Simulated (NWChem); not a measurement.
# One shape, several levels: C2H4Br2 (1,2-dibromoethane)

We compute a comparison of 4 runs (HF/def2-SVP, HF/aug-cc-pVDZ, r2SCAN/STO-3G, PBE0/def2-SVP) of C2H4Br2 (1,2-dibromoethane). 

The results are computed with NWChem 7.3.0.

### 1 The molecule

C2H4Br2: 8 atoms, total charge 0, spin state singlet. SMILES: `BrCCBr`. The shape is that of a PBE0-D4/def2-TZVP optimisation. This is a higher conformer, about 8 kJ/mol above the lowest found by a separate search.

Bond lengths: Br1–C2 1.938 Å, C2–C3 1.501 Å, C3–Br4 1.938 Å, C2–H5 1.091 Å, C2–H6 1.088 Å, C3–H7 1.088 Å, C3–H8 1.090 Å. Some angles: Br1–C2–C3 113.0°, C2–C3–Br4 113.0°, Br1–C2–H5 105.8°, Br1–C2–H6 106.6°, C3–C2–H5 109.6°, C3–C2–H6 112.0°, C2–C3–H7 112.0°, C2–C3–H8 109.6°, Br4–C3–H7 106.6°, Br4–C3–H8 105.8°.

### 2 Energy and gradient at HF/def2-SVP (run 1)

mol.nw

```
start mol
title "C2H4Br2 hf"
memory total 2200 mb

geometry units angstrom noautosym nocenter noautoz
  Br   -2.136900    0.202700   -0.670800
  C    -0.454500    0.602500    0.204400
  C     0.638500   -0.358800   -0.161400
  Br    0.347400   -2.139200    0.546800
  H    -0.182100    1.607400   -0.119900
  H    -0.654000    0.606100    1.273700
  H     0.743700   -0.466600   -1.238600
  H     1.582700   -0.019600    0.265800
end

basis "ao basis" spherical bse
  Br library def2-SVP
  C library def2-SVP
  H library def2-SVP
end

scf
  thresh 1e-08
  maxiter 80
end

task scf gradient
```

Started as:

```
nwchem mol.nw > mol.out
```

What it wrote:

```text
[...]
  functions       =   112
[...]
  wavefunction    = RHF
[...]
         Total SCF energy =  -5222.205890601249
      One-electron energy =  -8176.366564557088
      Two-electron energy =   2499.827586584567
 Nuclear repulsion energy =    454.333087371272
        Time for solution =     57.9s
[...]
                         RHF ENERGY GRADIENTS
    atom               coordinates                        gradient
                 x          y          z           x          y          z
   1 Br     -4.038155   0.383047  -1.267628    0.003366  -0.000547   0.001469
   2 C      -0.858880   1.138560   0.386260    0.002996  -0.006260  -0.002429
   3 C       1.206590  -0.678034  -0.305002   -0.006656   0.002171   0.002087
   4 Br      0.656491  -4.042502   1.033302   -0.000775   0.003428  -0.001257
   5 H      -0.344119   3.037546  -0.226578    0.000314   0.002209  -0.001298
   6 H      -1.235881   1.145363   2.406944   -0.001006  -0.000527   0.002034
   7 H       1.405389  -0.881746  -2.340615   -0.000267  -0.000874  -0.002085
   8 H       2.990869  -0.037039   0.502289    0.002028   0.000399   0.001478
[...]
```

Wall time 70 s (1 thread of Intel Xeon Platinum 8259CL at 2.50GHz (Skylake/Cascade Lake), shared host); peak memory 0.1 GiB.

### 3 Energy and gradient at HF/aug-cc-pVDZ (run 2)

calc.xyz

```xyz
8

Br    -2.136900     0.202700    -0.670800
C     -0.454500     0.602500     0.204400
C      0.638500    -0.358800    -0.161400
Br     0.347400    -2.139200     0.546800
H     -0.182100     1.607400    -0.119900
H     -0.654000     0.606100     1.273700
H      0.743700    -0.466600    -1.238600
H      1.582700    -0.019600     0.265800
```

calc.nw

```
start calc
memory 2200 mb
geometry noautosym nocenter noautoz
load calc.xyz
end
basis spherical bse
Br library aug-cc-pVDZ
C library aug-cc-pVDZ
H library aug-cc-pVDZ
end
scf
thresh 1e-08
maxiter 80
print medium
end
task scf gradient
```

Started as:

```
nwchem calc.nw > calc.out
```

What it wrote:

```text
[...]
  functions       =   154
[...]
  wavefunction    = RHF
[...]
         Total SCF energy =  -5222.850752255942
      One-electron energy =  -8175.494477295426
      Two-electron energy =   2498.310637668211
 Nuclear repulsion energy =    454.333087371273
        Time for solution =    699.0s
[...]
                         RHF ENERGY GRADIENTS
    atom               coordinates                        gradient
                 x          y          z           x          y          z
   1 Br     -4.038155   0.383047  -1.267628    0.005038  -0.000095   0.002693
   2 C      -0.858880   1.138560   0.386260    0.001350  -0.008628  -0.006487
   3 C       1.206590  -0.678034  -0.305002   -0.009147  -0.000030   0.005797
   4 Br      0.656491  -4.042502   1.033302   -0.000405   0.005233  -0.002308
   5 H      -0.344119   3.037546  -0.226578    0.000502   0.003189  -0.000726
   6 H      -1.235881   1.145363   2.406944   -0.000720   0.000052   0.003078
   7 H       1.405389  -0.881746  -2.340615    0.000358  -0.000448  -0.003052
   8 H       2.990869  -0.037039   0.502289    0.003025   0.000728   0.001006
[...]
```

Run time: 15 min. Hardware: 1 thread of Intel Xeon Platinum 8259CL at 2.50GHz (Skylake/Cascade Lake), shared host; peak memory 0.11 GiB.

Run 3 isn't shown in full; the table further down has it.

### 4 Energy and forces at PBE0/def2-SVP (run 4)

sp.nw

```
start sp
memory total 2200 mb
charge 0

geometry noautosym nocenter noautoz
   Br   -2.136900    0.202700   -0.670800
   C    -0.454500    0.602500    0.204400
   C     0.638500   -0.358800   -0.161400
   Br    0.347400   -2.139200    0.546800
   H    -0.182100    1.607400   -0.119900
   H    -0.654000    0.606100    1.273700
   H     0.743700   -0.466600   -1.238600
   H     1.582700   -0.019600    0.265800
end

basis spherical bse
   Br library def2-SVP
   C library def2-SVP
   H library def2-SVP
end

dft
   xc pbe0
   grid fine
   convergence energy 1e-08
   iterations 100
   mulliken
end

task dft gradient
```

Started as:

```
nwchem sp.nw > sp.out
```

What it wrote:

```text
[...]
          Wavefunction type:  closed shell.
          No. of atoms     :     8
          No. of electrons :    86
[...]
          Charge           :     0
          Spin multiplicity:     1
[...]
          AO basis - number of functions:   112
[...]
              XC Information
              --------------
                         PBE0 Method XC Functional
                     Hartree-Fock (Exact) Exchange  0.250
          PerdewBurkeErnzerhof Exchange Functional  0.750
            Perdew 1991 LDA Correlation Functional  1.000 local
           PerdewBurkeErnz. Correlation Functional  1.000 non-local
[...]
 d= 0,ls=0.0,diis     1  -5225.4990630836 -5.68D+03  1.02D-02  5.26D-01     5.5
[...]
 d= 0,ls=0.0,diis     8  -5225.5593000596 -9.80D-10  1.56D-06  3.76D-08    36.2
         Total DFT energy =    -5225.559300059619
      One electron energy =    -8175.868166285625
           Coulomb energy =     2690.322235139035
    Exchange-Corr. energy =     -194.346456284300
 Nuclear repulsion energy =      454.333087371272
[...]
      Total Density - Mulliken Population Analysis
     ---------------------------------------------
    Atom       Charge   Shell Charges
 -----------   ------   -------------------------------------------------------
    1 Br  35    35.12   2.00  2.00  1.99  1.43  0.55  6.00  5.98  2.36  2.77  8.20  1.74  0.10
    2 C    6     6.09   1.99  0.92  0.22  2.05  0.88  0.04
    3 C    6     6.09   1.99  0.92  0.22  2.05  0.88  0.04
    4 Br  35    35.12   2.00  2.00  1.99  1.43  0.55  6.00  5.98  2.36  2.77  8.20  1.74  0.10
    5 H    1     0.90   0.74  0.14  0.02
    6 H    1     0.89   0.73  0.14  0.02
    7 H    1     0.89   0.73  0.14  0.02
    8 H    1     0.90   0.74  0.14  0.02
[...]
  wavefunction    = closed shell
                         DFT ENERGY GRADIENTS
    atom               coordinates                        gradient
                 x          y          z           x          y          z
   1 Br     -4.038155   0.383047  -1.267628    0.001012  -0.000003   0.000123
   2 C      -0.858880   1.138560   0.386260    0.002603   0.003802   0.005528
   3 C       1.206590  -0.678034  -0.305002    0.003967   0.003413  -0.005004
   4 Br      0.656491  -4.042502   1.033302   -0.000097   0.001031  -0.000053
   5 H      -0.344119   3.037546  -0.226578   -0.001708  -0.005727   0.001289
   6 H      -1.235881   1.145363   2.406944    0.000661  -0.000432  -0.006591
   7 H       1.405389  -0.881746  -2.340615   -0.000999   0.000065   0.006618
   8 H       2.990869  -0.037039   0.502289   -0.005440  -0.002149  -0.001910
[...]
```

Wall time 47 s (1 thread of Intel Xeon Platinum 8259CL at 2.50GHz (Skylake/Cascade Lake), shared host); peak memory 0.13 GiB.

### 5 The series

```
run           level  iteration cap  module   energy (Eh)  dipole moment (D)  HOMO energy (eV)  LUMO energy (eV)  wall time
  1     HF/def2-SVP             80     scf  -5222.205891               2.86            -10.76              3.63       70 s
  2  HF/aug-cc-pVDZ             80     scf  -5222.850752               2.97            -10.86              0.83     15 min
  3   r2SCAN/STO-3G            100     dft  -5169.827068               2.31             -3.97              2.87       24 s
  4   PBE0/def2-SVP            100     dft  -5225.559300               2.52             -7.74             -0.15       47 s
```

### 6 Outcome

| quantity | value |
| --- | --- |
| run 4: total energy | -5225.55930 Eh |
| run 4: dipole moment | 2.52 D |
| run 4: HOMO energy | -7.74 eV |
| run 4: LUMO energy | -0.15 eV |
| run 4: HOMO–LUMO gap | 7.59 eV |
| run 4: largest force on an atom | 0.372 eV/Å |

**Reading.** The dipole moment (its size) runs from 2.31 D (r2SCAN/STO-3G) to 2.97 D (HF/aug-cc-pVDZ). The two ends differ in method and basis. The HOMO–LUMO gap runs from 6.84 eV (r2SCAN/STO-3G) to 14.38 eV (HF/def2-SVP). Totals of different functionals can't be ranked against each other. In run 3 the basis is minimal, so the values are rough. All runs together took 17 min, the longest 15 min.
